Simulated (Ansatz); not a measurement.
# C4H7F3: small, medium and large basis sets

An exercise on one series of results from a longer session: the logs are not shown, and one member is left open.

Computed with Ansatz 0.2.0, Gaussian basis. Level: one geometry, several basis sets.

Levels to be run: PBE0-D4/def2-SVP; ωB97M-V/def2-SVP; PBE0-D4/def2-QZVPP; ωB97M-V/def2-QZVPP; the functionals' def2-TZVPP values are taken from earlier runs.

**The geometry**

All runs share one geometry, relaxed beforehand with PBE0-D4 in a triple-zeta def2 set.

14 atoms, charge 0, spin multiplicity 1.

Atoms are counted from 1 here; the program's logs count them from 0.

Bond lengths: C1–C2 1.520 Å, C1–H8 1.092 Å, C1–H9 1.091 Å, C1–H10 1.092 Å, C2–C3 1.512 Å, C2–H11 1.093 Å, C2–H12 1.094 Å, C3–F4 1.385 Å, C3–C5 1.516 Å, C3–H13 1.095 Å, C5–F6 1.357 Å, C5–F7 1.352 Å, C5–H14 1.094 Å. Angles: C2–C1–H8 111.9°, C2–C1–H9 110.4°, C2–C1–H10 111.2°, H8–C1–H9 107.2°, H8–C1–H10 108.3°, H9–C1–H10 107.8°, C1–C2–C3 114.5°, C1–C2–H11 110.7°, C1–C2–H12 110.1°, C3–C2–H11 107.8°, C3–C2–H12 106.8°, H11–C2–H12 106.6°, C2–C3–F4 110.0°, C2–C3–C5 114.3°, C2–C3–H13 110.8°, F4–C3–C5 106.3°, F4–C3–H13 107.5°, C5–C3–H13 107.7° and more.

The first run:

The input, in.yaml:

```yaml
crystal:
  periodic: [false, false, false]
  atoms:
    - {symbol: C, position_ang: [0.305622, -1.602897, -0.233387]}
    - {symbol: C, position_ang: [-0.754954, -0.539146, -0.468326]}
    - {symbol: C, position_ang: [-0.607717, 0.694587, 0.393221]}
    - {symbol: F, position_ang: [-0.728682, 0.354574, 1.730301]}
    - {symbol: C, position_ang: [0.727469, 1.398964, 0.252322]}
    - {symbol: F, position_ang: [0.954768, 1.672430, -1.057501]}
    - {symbol: F, position_ang: [0.697186, 2.576451, 0.916714]}
    - {symbol: H, position_ang: [1.295824, -1.268269, -0.551061]}
    - {symbol: H, position_ang: [0.071732, -2.504265, -0.802162]}
    - {symbol: H, position_ang: [0.359523, -1.879183, 0.821370]}
    - {symbol: H, position_ang: [-0.755642, -0.218561, -1.513647]}
    - {symbol: H, position_ang: [-1.748771, -0.948363, -0.265698]}
    - {symbol: H, position_ang: [-1.393352, 1.423275, 0.165462]}
    - {symbol: H, position_ang: [1.564094, 0.811204, 0.641191]}
basis:
  gaussian: {orbitals: def2-SVP}
hamiltonian: {xc: pbe0, dispersion: d4}
output: {orbitals: {seedname: orbitals}}
```

The run is started by

```sh
$ ansatz run in.yaml --threads 4 --pin off --events-out ev --progress --plain --max-ram 11315MiB
```

Steps of the session up to this table: PBE0-D4 in def2-SVP; ωB97M-V in def2-SVP; PBE0-D4 in def2-QZVPP; ωB97M-V in def2-QZVPP.

One of the session's tables, all rows but one given; the rest of the session is left out.

It belongs to the step «Functionals by basis». 

| functional | basis | HOMO (eV) | LUMO (eV) |
| --- | --- | --- | --- |
| PBE0-D4 | def2-SVP | -9.13 | 1.83 |
| PBE0-D4 | def2-TZVPP | -9.25 | 1.24 |
| PBE0-D4 | def2-QZVPP | -9.29 | 0.76 |
| ωB97M-V | def2-SVP | ? | ? |
| ωB97M-V | def2-TZVPP | -11.63 | 2.67 |
| ωB97M-V | def2-QZVPP | -11.67 | 1.90 |

Q: Estimate the row for ωB97M-V, def2-SVP from the others.

The run gave: HOMO (eV): -11.49; LUMO (eV): 3.48. In the column «HOMO (eV)» it lies between ωB97M-V, def2-TZVPP (-11.63) and PBE0-D4, def2-QZVPP (-9.29).
